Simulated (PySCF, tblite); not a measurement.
# C5H12N2OSi: geometry, infrared bands and NMR shifts

Aim: predict the infrared bands and NMR shifts of C5H12N2OSi (`C[C@@](CO)(CC#N)[SiH2]N`).

Computed with tblite 0.8.0 and PySCF 2.14.0, with density-fitted response routines of our own, on a single molecule in the gas phase. Atoms count from 0, in the outputs and in this text.

## (1) The starting structure

21 atoms, charge 0, multiplicity 1; geometry from: force field or distance geometry start.

Bonds of the start (Å): C0–C1 1.53, C1–C2 1.47, C2–O3 1.38, C1–C4 1.49, C4–C5 1.47, C5–N6 1.16, C1–Si7 1.86, Si7–N8 1.80, C0–H9 1.11, C0–H10 1.12, C0–H11 1.13, C2–H12 1.13, C2–H13 1.12, O3–H14 0.99, C4–H15 1.12, C4–H16 1.11, Si7–H17 1.47, Si7–H18 1.49, N8–H19 1.04, N8–H20 1.03.

## (2) Optimising the geometry with GFN2-xTB

The job: settings as JSON, then the geometry in Å.

```
{"job": {"kind": "relax", "xc": "GFN2-xTB", "basis": "xTB"}, "charge": 0, "multiplicity": 1}
C     -0.875700    -0.536500     1.564000
C     -0.468800    -0.012800     0.186100
C     -1.440700    -0.526700    -0.796000
O     -1.417600    -1.909200    -0.759400
C     -0.381300     1.472500     0.305300
C      0.018500     1.992100    -1.013400
N      0.325900     2.415700    -2.052100
Si     1.230500    -0.641800    -0.224300
N      2.377800     0.411100     0.676300
H     -0.790400    -1.641600     1.621200
H     -0.218900    -0.026200     2.308400
H     -1.947100    -0.216000     1.700800
H     -2.488300    -0.173300    -0.579500
H     -1.164300    -0.216500    -1.840600
H     -0.538600    -2.277300    -0.491500
H      0.364500     1.773200     1.081100
H     -1.350600     1.910900     0.629700
H      1.473700    -0.586700    -1.673500
H      1.326600    -2.028400     0.305000
H      2.902200     0.980800    -0.017200
H      3.053900    -0.146400     1.224100
```

The run is started by

```
> OMP_NUM_THREADS=1 python probes_run.py task.json out
```

One launch serves the whole session: the jobs run in the order shown.

**Question.** This job is followed by: GFN2-xTB harmonic vibrations, gas phase; GIAO PBE0/pcSseg-1 NMR shielding, non-relativistic, gas phase. What will the session give for the following? strongest single infrared mode (GFN2-xTB); zero-point energy (GFN2-xTB); 13C shifts against TMS (PBE0/pcSseg-1); 1H shifts against TMS (PBE0/pcSseg-1, means over atoms taken as alike); 17O shifts against H2O (PBE0/pcSseg-1); 15N shifts against NH3 (PBE0/pcSseg-1); 29Si shifts against TMS (PBE0/pcSseg-1).

**Answer**, as computed:

| quantity | value |
| --- | --- |
| strongest single infrared mode (GFN2-xTB) | 2173 cm⁻¹, 358 km/mol |
| zero-point energy (GFN2-xTB) | 103.5 kcal/mol |
| 13C shifts against TMS (PBE0/pcSseg-1) | 124.4, 74.8, 33.1, 23.3, 21.9 ppm |
| 1H shifts against TMS (PBE0/pcSseg-1, means over atoms taken as alike) | 5.22, 4.51, 4.48, 3.24, 2.34, 1.68, 1.36, 0.28, 0.01 ppm |
| 17O shifts against H2O (PBE0/pcSseg-1) | 30.3 ppm |
| 15N shifts against NH3 (PBE0/pcSseg-1) | 302.0, 1.2 ppm |
| 29Si shifts against TMS (PBE0/pcSseg-1) | -24.7 ppm |

What this shows: Relaxing lowered the energy by 0.784 eV in 101 steps; the close pair that moved most is Si7–N8, from 1.799 to 1.723 Å. All 57 modes are real, so the xTB geometry is a minimum. The strongest single mode, at 2173 cm⁻¹, moves mainly H17. Unscaled tight-binding wavenumbers are off by several per cent, some by more. Its intensities can rank the bands wrongly. At PBE0/pcSseg-1: Shielding is most anisotropic at N6 (span 494 ppm, paramagnetic term -375 ppm).
